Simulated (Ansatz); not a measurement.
Write a Python script for the Python package of Ansatz (0.2.0) that makes a single point from an input typed as a dict of MgReO4, space group Cmmm. Settings: LDA, PAW, cutoff 435 eV, 5×5×7 k-points, cold smearing of 0.1 eV.

```cif
data_structure
_symmetry_space_group_name_H-M 'P 1'
_symmetry_Int_Tables_number 1
_cell_length_a 4.6853
_cell_length_b 4.6853
_cell_length_c 3.1036
_cell_angle_alpha 90.000
_cell_angle_beta 90.000
_cell_angle_gamma 91.765
_cell_volume 68.10
loop_
_atom_site_label
_atom_site_type_symbol
_atom_site_fract_x
_atom_site_fract_y
_atom_site_fract_z
_atom_site_occupancy
Mg1 Mg 0.00000 0.00000 0.00000 1
Re1 Re 0.50000 0.50000 0.50000 1
O1 O 0.21677 0.21677 0.50000 1
O2 O 0.68802 0.31198 0.00000 1
O3 O 0.31198 0.68802 0.00000 1
O4 O 0.78323 0.78323 0.50000 1
```

The script, `run_deck.py`:
```python
import json
import warnings

import ansatz as az
import pandas as pd


def main() -> None:
    warnings.simplefilter("ignore", az.DeckWarning)

    deck = {
        "crystal": {
            "lattice": [[3.261559, -3.3636, 0.0], [3.261559, 3.3636, 0.0], [0.0, 0.0, 3.103569]],
            "atoms": [
                {"symbol": "Mg", "position": [0.0, 0.0, 0.0]},
                {"symbol": "Re", "position": [0.5, 0.5, 0.5]},
                {"symbol": "O", "position": [0.216773, 0.216773, 0.5]},
                {"symbol": "O", "position": [0.688016, 0.311984, 0.0]},
                {"symbol": "O", "position": [0.311984, 0.688016, 0.0]},
                {"symbol": "O", "position": [0.783227, 0.783227, 0.5]},
            ],
        },
        "kpoints": {"mp_grid": {"kspacing": 0.3}},
        "hamiltonian": {"xc": "lda"},
        "scf": {"occupations": {"method": "cold", "width": 0.1}},
        "basis": {"ecutwfc": "16 Ha"},
        "output": {"forces": True},
    }

    planned = az.Session.from_dict(deck).plan(threads=1, pin="off")
    res = planned.execute()
    r = res.report

    print(f"free energy      {r['free_energy_ev']:.5f} eV")
    print(f"per atom         {r['free_energy_ev'] / len(res.lattice.sites):.5f} eV")
    print(f"SCF iterations   {r['n_iterations']}  (converged: {r['converged']})")

    table = pd.DataFrame(r["forces_ev_ang"], columns=["fx", "fy", "fz"])
    table.insert(0, "atom", [site["symbol"] for site in r["lattice"]["sites"]])
    print(table.round(4).to_string())

    keep = ["free_energy_ev", "energy_sigma0_ev", "fermi_energy_ev", "n_iterations", "converged", "magnetization_mub", "n_kpoints"]
    with open("mgreo4.json", "w") as handle:
        json.dump({key: r[key] for key in keep}, handle, indent=1)


if __name__ == "__main__":
    main()
```

`python run_deck.py` gives:
```text
free energy      -14731.90994 eV
per atom         -2455.31832 eV
SCF iterations   9  (converged: True)
  atom      fx      fy   fz
0   Mg  0.0000  0.0000  0.0
1   Re  0.0000  0.0000 -0.0
2    O  0.8819  0.0000  0.0
3    O  0.0000  1.1545  0.0
4    O -0.0000 -1.1545 -0.0
5    O -0.8819  0.0000 -0.0
```

It writes `mgreo4.json`:
```json
{
 "free_energy_ev": -14731.909938831373,
 "energy_sigma0_ev": -14731.907761160774,
 "fermi_energy_ev": 9.03473237550656,
 "n_iterations": 9,
 "converged": true,
 "magnetization_mub": 0.0,
 "n_kpoints": 36
}
```

Caveats:
- Absolute energies stand on the zero of these potentials, so only differences at equal settings mean something.
- The cell holds an odd number of electrons and is run without spin, so a magnetic state may lie lower.
- For a metal this k-point mesh is coarse: on a finer one energies can move by several to tens of meV an atom and pressures by half a GPa or more, differences at one mesh by less.
- Spin-orbit coupling, which matters for elements this heavy, is left out.
- The structure comes from a database of computed cells and needn't be a stable or known phase.
- It ran for 4.8 s on 1 thread of Arm Neoverse V2, with other jobs on the host, peak memory 0.45 GiB.

(Lines on the test bed's own set-up are left out of the output.)
